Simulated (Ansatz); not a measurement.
# MoH+ (quintet): from Hartree-Fock to the top rungs at distance Mo1–H2 = 1.462 Å, def2-TZVP

How much of the correlation energy of MoH+ (quintet) does each wave-function method recover here?

Computed with Ansatz 0.2.0, Gaussian basis. Level: def2-TZVP, core rule «outside noble gas», up to 4 orbitals frozen.

The runs, in order: UHF; CCSD(T) on ROHF; CCSD(T) on UHF; CISD; CCSDT(Q) on ROHF; CCSDT(Q) on UHF; CASSCF and MRCISD+Q, 6 electrons in 6 orbitals; CASSCF and NEVPT2, 6 electrons in 6 orbitals; Full CI.

29 further runs of the same task are left out: 18 for a known fault of the program, 11 that didn't finish.

### Step 1. The system

The geometry derives from a PBE0/def2-TZVP stationary point (not a proven minimum). One bond is set to the value named and the two fragments are kept rigid. No spin-orbit coupling is included. Elements past krypton take def2 core potentials.

2 atoms, charge 1, spin multiplicity 5.

Atoms are counted from 1 here; the program's logs count them from 0.

Bond lengths: Mo1–H2 1.462 Å.

In the tables R marks a restricted open-shell determinant and U an unrestricted one; 'pair' is the active space of 6 electrons in 6 orbitals; energies count from the table's Hartree-Fock row.

### Step 2. UHF

Contents of in.yaml:

```yaml
crystal:
  periodic: [false, false, false]
  atoms:
    - {symbol: Mo, position_ang: [0.000000, 0.000000, 0.000000]}
    - {symbol: H, position_ang: [0.000000, 0.000000, 1.462000]}
basis:
  gaussian: {orbitals: def2-TZVP}
total_charge: 1
magnetization: {spin_polarized: true, initial_magnetization: 4}
hamiltonian: {xc: hf}
output: {orbitals: {seedname: orbitals}}
```

Launch:

```console
ansatz run in.yaml --threads 1 --pin off --events-out ev --progress --plain --max-ram 2393MiB
```

Log:

```text
Functional definition: HF
  name "HF"
  cite "Fock, Z. Phys. 61, 126 (1930) doi:10.1007/BF01340294"
  parent pbe
  exchange = exact_x
  correlation = 0
504 factors; their error is unknown
mean field evaluation 1: about -1843.5084 eV, gradient 1.6e1 eV
mean field evaluation 2: about -1844.4011 eV, gradient 5.0e0 eV
mean field evaluation 4: about -1844.5399 eV, gradient 6.6e-1 eV
mean field evaluation 8: about -1844.5584 eV, gradient 7.5e-2 eV
mean field evaluation 16: about -1844.8908 eV, gradient 1.8e-5 eV
mean field evaluation 32: about -1845.9444 eV, gradient 1.5e-5 eV
mean field evaluation 64: about -1843.7145 eV, gradient 1.6e1 eV
mean field evaluation 96: about -1844.8172 eV, gradient 8.3e-1 eV
mean field -1845.94438144 eV, -67.8372047917 hartree, gradient 1.4e-5 eV, S^2 6.055056; 1 other end points of the search recorded, 0 dependent functions left out
reference -1845.94438144 eV, -67.8372047917 hartree; 9, 5 occupied and 37, 41 virtual orbitals, 504 factors
Total energy: -1845.94438144 eV, -67.8372047917 hartree
```

Wall time 0.54 s (1 thread of Arm Neoverse V1, shared host).

From the report: ⟨S²⟩ of the determinant 6.055 (pure quintet: 6.00).

### Step 3. CCSD(T) on ROHF

Changes to in.yaml since step 2:

```diff
@@ -8,4 +8,3 @@
 total_charge: 1
-magnetization: {spin_polarized: true, initial_magnetization: 4}
-hamiltonian: {xc: hf}
-output: {orbitals: {seedname: orbitals}}
+magnetization: {spin_polarized: false, initial_magnetization: 4}
+correlation: {method: ccsd_t, electrons: outside_noble_gas}
```

The command is unchanged.

Log (excerpt; [...] marks lines left out):

```text
Functional definition: HF
  name "HF"
  cite "Fock, Z. Phys. 61, 126 (1930) doi:10.1007/BF01340294"
  parent pbe
[...]
409 factors; integrals over basis functions are off by at most 7.0e-4 eV
[...]
mean field -1845.75623617 eV, -67.8302905808 hartree, gradient 2.7e-6 eV, S^2 6.000000; 14 other end points of the search recorded, 0 dependent functions left out
[...]
determinant -1845.75623617 eV, -67.8302905808 hartree, with singles and doubles -1848.38574314 eV, -67.9269231796 hartree
determinant -1844.68410263 eV, -67.7908904000 hartree, with singles and doubles -1847.17415634 eV, -67.8823981858 hartree
determinant -1844.68305720 eV, -67.7908519809 hartree, with singles and doubles -1847.23569847 eV, -67.8846598173 hartree
4 core orbitals not correlated: weight in the atoms' cores, before any rotation towards them, 0.998 or more for the frozen orbitals, at most 0.001 for the correlated occupied ones
reference -1845.75623617 eV, -67.8302905808 hartree; 5, 1 occupied and 37, 41 virtual orbitals, 409 factors
second order -2.18645991 eV of doubles, -0.02251992 eV of singles
cycle   1  -2.60897615 eV  change   -8.9e-2 eV  update   1.7e-2
[...]
cycle  11  -2.61873141 eV  change    1.5e-6 eV  update   3.8e-6
perturbative correction -0.04739013 eV, -0.0017415552 hartree
Total energy: -1848.42235771 eV, -67.9282687402 hartree
```

Run time: 2.2 s. Hardware: 1 thread of Arm Neoverse V1, shared host.

From the report: correlation -2.6661 eV; T1 0.038; largest double amplitude 0.05.

### Step 4. CCSD(T) on UHF

Changes to in.yaml since step 3:

```diff
@@ -8,3 +8,3 @@
 total_charge: 1
-magnetization: {spin_polarized: false, initial_magnetization: 4}
+magnetization: {spin_polarized: true, initial_magnetization: 4}
 correlation: {method: ccsd_t, electrons: outside_noble_gas}
```

The command is unchanged.

Log (excerpt; [...] marks lines left out):

```text
Functional definition: HF
  name "HF"
  cite "Fock, Z. Phys. 61, 126 (1930) doi:10.1007/BF01340294"
  parent pbe
[...]
409 factors; integrals over basis functions are off by at most 7.0e-4 eV
[...]
mean field -1845.94456687 eV, -67.8372116062 hartree, gradient 2.2e-6 eV, S^2 6.055055; 13 other end points of the search recorded, 0 dependent functions left out
determinant -1845.94456687 eV, -67.8372116062 hartree, with singles and doubles -1848.44907869 eV, -67.9292507181 hartree
determinant -1844.89099833 eV, -67.7984936767 hartree, with singles and doubles -1847.34287798 eV, -67.8885985920 hartree
determinant -1844.85256341 eV, -67.7970812194 hartree, with singles and doubles -1847.25662586 eV, -67.8854288849 hartree
4 core orbitals not correlated: weight in the atoms' cores, before any rotation towards them, 0.997 or more for the frozen orbitals, at most 0.001 for the correlated occupied ones
reference -1845.94456687 eV, -67.8372116062 hartree; 5, 1 occupied and 37, 41 virtual orbitals, 409 factors
second order -2.12206746 eV of doubles, -0.00000000 eV of singles
cycle   1  -2.48988703 eV  change   -8.2e-2 eV  update   1.8e-2
[...]
cycle  11  -2.50788615 eV  change   -8.8e-7 eV  update   5.0e-6
perturbative correction -0.04634073 eV, -0.0017029904 hartree
Total energy: -1848.49879375 eV, -67.9310777127 hartree
```

Run time: 2 s. Hardware: 1 thread of Arm Neoverse V1, shared host.

From the report: ⟨S²⟩ of the determinant 6.055 (pure quintet: 6.00); correlation -2.5542 eV; T1 0.028; largest double amplitude 0.05.

### Step 5. CISD

Contents of in.yaml:

```yaml
crystal:
  periodic: [false, false, false]
  atoms:
    - {symbol: Mo, position_ang: [0.000000, 0.000000, 0.000000]}
    - {symbol: H, position_ang: [0.000000, 0.000000, 1.462000]}
basis:
  gaussian: {orbitals: def2-TZVP}
total_charge: 1
magnetization: {spin_polarized: false, initial_magnetization: 4}
correlation: {active_space: {ras: {orbitals: [1, 4, 37], electrons: 6, max_holes: 2, max_particles: 2}, fixed_orbitals: true}}
```

Launched as before.

Log:

```text
Functional definition: HF
  name "HF"
  cite "Fock, Z. Phys. 61, 126 (1930) doi:10.1007/BF01340294"
  parent pbe
  exchange = exact_x
  correlation = 0
409 factors; integrals over basis functions are off by at most 7.0e-4 eV
mean field evaluation 1: about -1843.8254 eV, gradient 1.8e1 eV
mean field evaluation 2: about -1843.8296 eV, gradient 1.8e1 eV
mean field evaluation 4: about -1844.6684 eV, gradient 1.7e0 eV
mean field evaluation 8: about -1844.6829 eV, gradient 1.3e-1 eV
mean field evaluation 16: about -1844.6829 eV, gradient 7.3e-1 eV
mean field evaluation 32: about -1845.7562 eV, gradient 1.2e-5 eV
mean field evaluation 64: about -1845.7561 eV, gradient 1.6e-1 eV
mean field evaluation 96: about -1844.6841 eV, gradient 4.8e-2 eV
mean field -1845.75623617 eV, -67.8302905808 hartree, gradient 2.7e-6 eV, S^2 6.000000; 14 other end points of the search recorded, 0 dependent functions left out
reference -1845.75623617 eV, -67.8302905808 hartree; 9, 5 occupied and 37, 41 virtual orbitals, 409 factors
state -1848.31984630 eV, -67.9245015152 hartree
Total energy: -1848.31984630 eV, -67.9245015152 hartree
```

It took 1.9 s on 1 thread of Arm Neoverse V1, shared host.

From the report: 10,324 determinants.

### Step 6. CCSDT(Q) on ROHF

Changes to in.yaml since step 5:

```diff
@@ -9,2 +9,2 @@
 magnetization: {spin_polarized: false, initial_magnetization: 4}
-correlation: {active_space: {ras: {orbitals: [1, 4, 37], electrons: 6, max_holes: 2, max_particles: 2}, fixed_orbitals: true}}
+correlation: {method: ccsdt_q, electrons: outside_noble_gas}
```

Launched as before.

Log (excerpt; [...] marks lines left out):

```text
Functional definition: HF
  name "HF"
  cite "Fock, Z. Phys. 61, 126 (1930) doi:10.1007/BF01340294"
  parent pbe
[...]
682 factors; integrals over basis functions are off by at most 2.4e-7 eV
[...]
mean field -1845.75624069 eV, -67.8302907469 hartree, gradient 2.7e-6 eV, S^2 6.000000; 14 other end points of the search recorded, 0 dependent functions left out
[...]
determinant -1845.75624069 eV, -67.8302907469 hartree, with singles and doubles -1848.38574952 eV, -67.9269234140 hartree
determinant -1844.68410834 eV, -67.7908906097 hartree, with singles and doubles -1847.17416186 eV, -67.8823983888 hartree
determinant -1844.68306312 eV, -67.7908521986 hartree, with singles and doubles -1847.23570365 eV, -67.8846600080 hartree
4 core orbitals not correlated: weight in the atoms' cores, before any rotation towards them, 0.998 or more for the frozen orbitals, at most 0.001 for the correlated occupied ones
reference -1845.75624069 eV, -67.8302907469 hartree; 5, 1 occupied and 37, 41 virtual orbitals, 682 factors
second order -2.18646492 eV of doubles, -0.02251974 eV of singles
cycle   1  -2.47140040 eV  change   -2.6e-1 eV  update   5.3e-2
[...]
cycle  18  -2.67707421 eV  change   -1.7e-7 eV  update   5.5e-7
perturbative correction -0.00122562 eV, -0.0000450407 hartree
Total energy: -1848.43454052 eV, -67.9287164503 hartree
```

Wall time 12 s (1 thread of Arm Neoverse V1, shared host).

From the report: correlation -2.6783 eV; T1 0.036; largest double amplitude 0.05.

### Step 7. CCSDT(Q) on UHF

Changes to in.yaml since step 6:

```diff
@@ -8,3 +8,3 @@
 total_charge: 1
-magnetization: {spin_polarized: false, initial_magnetization: 4}
+magnetization: {spin_polarized: true, initial_magnetization: 4}
 correlation: {method: ccsdt_q, electrons: outside_noble_gas}
```

Same command.

Log (excerpt; [...] marks lines left out):

```text
Functional definition: HF
  name "HF"
  cite "Fock, Z. Phys. 61, 126 (1930) doi:10.1007/BF01340294"
  parent pbe
[...]
682 factors; integrals over basis functions are off by at most 2.4e-7 eV
[...]
mean field -1845.94457085 eV, -67.8372117526 hartree, gradient 2.1e-6 eV, S^2 6.055055; 13 other end points of the search recorded, 0 dependent functions left out
determinant -1845.94457085 eV, -67.8372117526 hartree, with singles and doubles -1848.44908420 eV, -67.9292509207 hartree
determinant -1844.89100373 eV, -67.7984938749 hartree, with singles and doubles -1847.34288441 eV, -67.8885988282 hartree
determinant -1844.85256860 eV, -67.7970814102 hartree, with singles and doubles -1847.25663187 eV, -67.8854291057 hartree
4 core orbitals not correlated: weight in the atoms' cores, before any rotation towards them, 0.997 or more for the frozen orbitals, at most 0.001 for the correlated occupied ones
reference -1845.94457085 eV, -67.8372117526 hartree; 5, 1 occupied and 37, 41 virtual orbitals, 682 factors
second order -2.12207187 eV of doubles, -0.00000000 eV of singles
cycle   1  -2.37129261 eV  change   -2.5e-1 eV  update   4.9e-2
[...]
cycle  18  -2.56570513 eV  change   -4.8e-7 eV  update   7.0e-7
perturbative correction -0.00122708 eV, -0.0000450945 hartree
Total energy: -1848.51150306 eV, -67.9315447714 hartree
```

Wall time 11 s (1 thread of Arm Neoverse V1, shared host).

From the report: ⟨S²⟩ of the determinant 6.055 (pure quintet: 6.00); correlation -2.5669 eV; T1 0.028; largest double amplitude 0.05.

### Step 8. CASSCF and MRCISD+Q, 6 electrons in 6 orbitals

Contents of in.yaml:

```yaml
crystal:
  periodic: [false, false, false]
  atoms:
    - {symbol: Mo, position_ang: [0.000000, 0.000000, 0.000000]}
    - {symbol: H, position_ang: [0.000000, 0.000000, 1.462000]}
basis:
  gaussian: {orbitals: def2-TZVP}
total_charge: 1
magnetization: {spin_polarized: false, initial_magnetization: 4}
correlation: {method: fic_mrcisd_q, electrons: outside_noble_gas, active_space: {window: {electrons: 6, orbitals: 6}}}
```

Same command.

Log (excerpt; [...] marks lines left out):

```text
Functional definition: HF
  name "HF"
  cite "Fock, Z. Phys. 61, 126 (1930) doi:10.1007/BF01340294"
  parent pbe
[...]
409 factors; integrals over basis functions are off by at most 7.0e-4 eV
[...]
mean field -1845.75623617 eV, -67.8302905808 hartree, gradient 2.7e-6 eV, S^2 6.000000; 14 other end points of the search recorded, 0 dependent functions left out
reference -1845.75623617 eV, -67.8302905808 hartree; 9, 5 occupied and 37, 41 virtual orbitals, 409 factors
state -1846.39935502 eV, -67.8539247625 hartree
contracted CI cycle   1: correlation 0.00000000 eV, 0.0000000000 hartree, residual 1.27e1 eV
contracted CI cycle   2: correlation -1.91689079 eV, -0.0704444373 hartree, residual 1.83e0 eV
contracted CI cycle   3: correlation -1.96331003 eV, -0.0721503129 hartree, residual 4.84e-1 eV
contracted CI cycle   4: correlation -1.96839823 eV, -0.0723373006 hartree, residual 1.67e-1 eV
contracted CI cycle   5: correlation -1.96884179 eV, -0.0723536013 hartree, residual 4.82e-2 eV
contracted CI cycle   6: correlation -1.96888453 eV, -0.0723551719 hartree, residual 1.37e-2 eV
contracted CI cycle   7: correlation -1.96888762 eV, -0.0723552854 hartree, residual 3.77e-3 eV
contracted CI cycle   8: correlation -1.96888791 eV, -0.0723552960 hartree, residual 1.21e-3 eV
state -1846.39935502 eV, -67.8539247625 hartree; corrected -1848.42920774 eV, -67.9285204739 hartree
Total energy: -1848.42920774 eV, -67.9285204739 hartree
```

It took 1.6 s on 1 thread of Arm Neoverse V1, shared host.

From the report: 12 determinants; active occupations 1.95, 1.00, 1.00, 1.00, 1.00, 0.05.

### Step 9. CASSCF and NEVPT2, 6 electrons in 6 orbitals

Changes to in.yaml since step 8:

```diff
@@ -9,2 +9,2 @@
 magnetization: {spin_polarized: false, initial_magnetization: 4}
-correlation: {method: fic_mrcisd_q, electrons: outside_noble_gas, active_space: {window: {electrons: 6, orbitals: 6}}}
+correlation: {method: sc_nevpt2, electrons: outside_noble_gas, active_space: {window: {electrons: 6, orbitals: 6}}}
```

Launched as before.

Log (excerpt; [...] marks lines left out):

```text
Functional definition: HF
  name "HF"
  cite "Fock, Z. Phys. 61, 126 (1930) doi:10.1007/BF01340294"
  parent pbe
[...]
409 factors; integrals over basis functions are off by at most 7.0e-4 eV
[...]
mean field -1845.75623617 eV, -67.8302905808 hartree, gradient 2.7e-6 eV, S^2 6.000000; 14 other end points of the search recorded, 0 dependent functions left out
reference -1845.75623617 eV, -67.8302905808 hartree; 9, 5 occupied and 37, 41 virtual orbitals, 409 factors
state -1846.39935502 eV, -67.8539247625 hartree
state -1846.39935502 eV, -67.8539247625 hartree; corrected -1847.92965852 eV, -67.9101623787 hartree
Total energy: -1847.92965852 eV, -67.9101623787 hartree
```

Run time: 1.1 s. Hardware: 1 thread of Arm Neoverse V1, shared host.

From the report: 12 determinants; active occupations 1.95, 1.00, 1.00, 1.00, 1.00, 0.05.

### Step 10. Full CI

Changes to in.yaml since step 9:

```diff
@@ -9,2 +9,2 @@
 magnetization: {spin_polarized: false, initial_magnetization: 4}
-correlation: {method: sc_nevpt2, electrons: outside_noble_gas, active_space: {window: {electrons: 6, orbitals: 6}}}
+correlation: {method: fci, electrons: outside_noble_gas}
```

Launched as before.

Log (excerpt; [...] marks lines left out):

```text
Functional definition: HF
  name "HF"
  cite "Fock, Z. Phys. 61, 126 (1930) doi:10.1007/BF01340294"
  parent pbe
[...]
682 factors; integrals over basis functions are off by at most 2.4e-7 eV
[...]
mean field -1845.75624069 eV, -67.8302907469 hartree, gradient 2.7e-6 eV, S^2 6.000000; 14 other end points of the search recorded, 0 dependent functions left out
[...]
determinant -1845.75624069 eV, -67.8302907469 hartree, with singles and doubles -1848.38520319 eV, -67.9269033367 hartree
determinant -1844.68410834 eV, -67.7908906097 hartree, with singles and doubles -1847.17156234 eV, -67.8823028581 hartree
determinant -1844.68306312 eV, -67.7908521986 hartree, with singles and doubles -1847.23493043 eV, -67.8846315923 hartree
4 core orbitals not correlated: weight in the atoms' cores, before any rotation towards them, 0.998 or more for the frozen orbitals, at most 0.001 for the correlated occupied ones
reference -1845.75624069 eV, -67.8302907469 hartree; 5, 1 occupied and 37, 41 virtual orbitals, 682 factors
state -1848.43438871 eV, -67.9287108712 hartree
Total energy: -1848.43438871 eV, -67.9287108712 hartree
```

Run time: 8.5 min. Hardware: 1 thread of Arm Neoverse V1, shared host; peak memory 1.2 GiB.

From the report: 8,919,548 determinants, symmetry A1.

### Step 11. How many determinants matter

Natural occupations of the FCI state about the gap (report; correlated orbitals 1 to 10): 1.930, 0.991, 0.991, 0.990, 0.990, 0.051, 0.007, 0.007, 0.007, 0.003. The count of effectively unpaired electrons, Σ n²(2 − n)², is 4.03; a single determinant of this spin has 4.

### Step 12. The ladder

The yardstick is full CI for this spin, exact in this basis with these frozen cores. Rows without a time come out of other runs: HF, MP2 and CCSD of CCSD(T), CCSDT of CCSDT(Q), CASSCF and MRCISD of the multireference runs.

Differences are taken before rounding.

```
       method  energy from the lowest RHF (meV)  from FCI (meV)     time
          RHF                               0.0         +2678.2         
          UHF                            -188.3         +2489.8         
         RMP2                           -2209.0          +469.2         
         UMP2                           -2310.4          +367.8         
        RCCSD                           -2618.7           +59.4         
        UCCSD                           -2696.2           -18.1         
     RCCSD(T)                           -2666.1           +12.0    2.2 s
     UCCSD(T)                           -2742.6           -64.4      2 s
       RCCSDT                           -2677.1            +1.1         
       UCCSDT                           -2754.0           -75.9         
    RCCSDT(Q)                           -2678.3            -0.2     12 s
    UCCSDT(Q)                           -2755.3           -77.1     11 s
  CASSCF pair                            -643.1         +2035.0         
  NEVPT2 pair                           -2173.4          +504.7    1.1 s
  MRCISD pair                           -2612.0           +66.1         
MRCISD+Q pair                           -2673.0            +5.2    1.6 s
          FCI                           -2678.2               0  8.5 min
```

Among the levels timed on like hardware and quicker than the yardstick, those that no quicker one beats, quickest first: NEVPT2 pair (1.1 s, +504.7 meV); MRCISD+Q pair (1.6 s, +5.2 meV); RCCSDT(Q) (12 s, -0.2 meV).

Not comparable, so not listed: CISD (they don't share determinant, frozen orbitals or solution with the rows shown, or repeat one).

### Step 13. What came out

| quantity | value |
| --- | --- |
| FCI below the RHF energy | -2.6782 eV |
| RMP2 from FCI | +469.2 meV |
| UMP2 from FCI | +367.8 meV |
| RCCSD from FCI | +59.4 meV |
| RCCSD(T) from FCI | +12.0 meV |
| UCCSD(T) from FCI | -64.4 meV |
| RCCSDT(Q) from FCI | -0.2 meV |
| UCCSDT(Q) from FCI | -77.1 meV |
| NEVPT2 pair from FCI | +504.7 meV |
| MRCISD+Q pair from FCI | +5.2 meV |
| levels within 1 kcal/mol (43 meV) | UCCSD, RCCSD(T), RCCSDT, RCCSDT(Q), MRCISD+Q pair |
| T1 diagnostic | 0.038 |
| effectively unpaired electrons | 4.03 |

What this shows: RCCSD(T) lands +12.0 meV from the yardstick (0.4 % of the correlation energy). CCSD(T) misses by +12.0 meV on the restricted determinant and by -64.4 meV on the unrestricted one; the two need not hold the same state or core. UCCSD, UCCSD(T), UCCSDT, UCCSDT(Q) fall below full CI: unrestricted runs freeze a spin-polarised core, another one than full CI's, and coupled cluster isn't variational. One determinant dominates. Of the multireference levels listed MRCISD+Q pair comes nearest in total energy (+5.2 meV), which doesn't show that its space is the better one. These misses are within one basis, not against nature; the frozen cores of restricted and unrestricted runs differ, which can shift their rows.

For cost: RCCSDT(Q) gets within 0.2 meV in 12 s, where FCI took 8.5 min; the quickest level in the cost chart, NEVPT2 pair, takes 1.1 s and misses by 504.7 meV.
